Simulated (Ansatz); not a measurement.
# C2H6CuFS: one species, many methods

Aim: compute C2H6CuFS with functionals from several rungs and with coupled cluster. The yardstick is the atomisation energy at the CCSD(T) limit.

Program: Ansatz 0.2.0, Gaussian basis. Level of theory: functionals in def2-TZVPP, the program's frozen cores in correlated methods. These are calculated values, not measurements.

The runs, in order: LDA (SPW92), PBE-D4, revPBE-D4, BLYP-D4, r2SCAN-D4, B97M-V, PBE0-D4, B3LYP-D4, r2SCANh-D4, r2SCAN0-D4, HSE06-D4, BHLYP-D4, CAM-B3LYP-D4, LC-ωPBE, ωB97X-V, ωB97M-V, B2PLYP, PBE-QIDH; CCSD(T)/def2-SVP; CCSD(T)/def2-TZVPP; MP2/def2-QZVPP; extrapolation to the limit; RPA on PBE.

2 further runs of the same task are left out: 2 set aside as unsound or not needed.

**1. The geometry**

All runs share one geometry, relaxed beforehand with PBE0-D4 in a triple-zeta def2 set.

SMILES `C[S+](C)[Cu-][F]`, 11 atoms, charge 0, spin multiplicity 1.

Atoms are counted from 1 here; the program's logs count them from 0.

Bond lengths: C1–S2 1.801 Å, C1–H6 1.089 Å, C1–H7 1.091 Å, C1–H8 1.089 Å, S2–C3 1.801 Å, S2–Cu4 2.138 Å, C3–H9 1.089 Å, C3–H10 1.089 Å, C3–H11 1.091 Å, Cu4–F5 1.767 Å. Angles: S2–C1–H6 107.1°, S2–C1–H7 109.2°, S2–C1–H8 111.0°, H6–C1–H7 109.4°, H6–C1–H8 109.5°, H7–C1–H8 110.6°, C1–S2–C3 100.2°, C1–S2–Cu4 106.5°, C3–S2–Cu4 106.5°, S2–C3–H9 107.1°, S2–C3–H10 111.0°, S2–C3–H11 109.2°, H9–C3–H10 109.5°, H9–C3–H11 109.4°, H10–C3–H11 110.6°, S2–Cu4–F5 179.6°.

**2. LDA**

This LDA is Slater exchange with PW92 correlation.

File in.yaml:

```yaml
crystal:
  periodic: [false, false, false]
  atoms:
    - {symbol: C, position_ang: [-0.949931, 0.172451, 1.184489]}
    - {symbol: S, position_ang: [0.156498, 0.842748, -0.068331]}
    - {symbol: C, position_ang: [1.495471, -0.358852, 0.011342]}
    - {symbol: Cu, position_ang: [-0.810995, 0.550461, -1.952676]}
    - {symbol: F, position_ang: [-1.609401, 0.320195, -3.512650]}
    - {symbol: H, position_ang: [-1.837886, 0.803169, 1.198077]}
    - {symbol: H, position_ang: [-0.458884, 0.217272, 2.157249]}
    - {symbol: H, position_ang: [-1.235687, -0.851173, 0.946472]}
    - {symbol: H, position_ang: [2.222591, -0.079032, -0.749875]}
    - {symbol: H, position_ang: [1.130132, -1.365185, -0.188499]}
    - {symbol: H, position_ang: [1.963591, -0.309053, 0.995101]}
basis:
  gaussian: {orbitals: def2-TZVPP}
hamiltonian: {xc: lda}
output: {orbitals: {seedname: orbitals}}
```

Command:

```console
$ ansatz run in.yaml --threads 2 --pin off --events-out ev --progress --plain --max-ram 32768MiB --backend cpu
```

After this run come: PBE-D4 (GGA); revPBE-D4 (GGA); BLYP-D4 (GGA); r2SCAN-D4 (meta-GGA); B97M-V (meta-GGA); PBE0-D4 (hybrid); B3LYP-D4 (hybrid); r2SCANh-D4 (hybrid); r2SCAN0-D4 (hybrid); HSE06-D4 (hybrid); BHLYP-D4 (hybrid); CAM-B3LYP-D4 (range-separated); LC-ωPBE (range-separated); ωB97X-V (range-separated); ωB97M-V (range-separated); B2PLYP (double hybrid); PBE-QIDH (double hybrid); CCSD(T) in def2-SVP; CCSD(T) in def2-TZVPP; MP2 in def2-QZVPP; RPA on PBE orbitals.

Before running them: what should the planned runs give, taken together? Wanted: atomisation energy, CCSD(T)/CBS; farthest beyond LDA; mean size of error, GGA; mean size of error, meta-GGA; mean size of error, hybrid; mean size of error, range-separated; mean size of error, double hybrid; gap, smallest and largest; T1 diagnostic.

As calculated:

```
                               quantity                                                                                      value
        atomisation energy, CCSD(T)/CBS                                                                             910.5 kcal/mol
functionals within 4.6 kcal/mol (0.5 %)  revPBE-D4, BLYP-D4, B97M-V, PBE0-D4, r2SCANh-D4, HSE06-D4, CAM-B3LYP-D4, ωB97X-V, ωB97M-V
                    farthest beyond LDA                                                                  BHLYP-D4 (-38.0 kcal/mol)
                mean size of error, GGA                                                                               8.6 kcal/mol
           mean size of error, meta-GGA                                                                               3.5 kcal/mol
             mean size of error, hybrid                                                                              11.7 kcal/mol
    mean size of error, range-separated                                                                               1.7 kcal/mol
      mean size of error, double hybrid                                                                              12.1 kcal/mol
              gap, smallest and largest                                                    3.89 eV (revPBE-D4), 11.31 eV (LC-ωPBE)
                          T1 diagnostic                                                                                     0.0228
triples share of the correlation energy                                                                                      4.1 %
```

**Reading.** The LDA atomisation energy is off by 135.9 kcal/mol (15 %): it overbinds. PBE-D4 misses by +18.3 kcal/mol. Double hybrids carry the basis error of their MP2 part in triple zeta, and no dispersion term here, so their miss is partly the set-up's. The rungs range-separated, meta-GGA miss on average by less than the doubt on the reference (4.6 kcal/mol), so they tie. Misses under about 4.6 kcal/mol are within the doubt on the reference itself, which lacks core-valence correlation, relativity and higher excitations. Hartree-Fock recovers 71 % of the binding; the rest is correlation. CCSD(T) in def2-SVP is off by -58.5 kcal/mol, which most functionals beat. Orbital gaps span 3.9 to 11.3 eV; exact exchange widens them. T1 = 0.023 passes the customary mark of 0.02 by a little. For Cu the d shell is correlated and the shells below it are frozen.
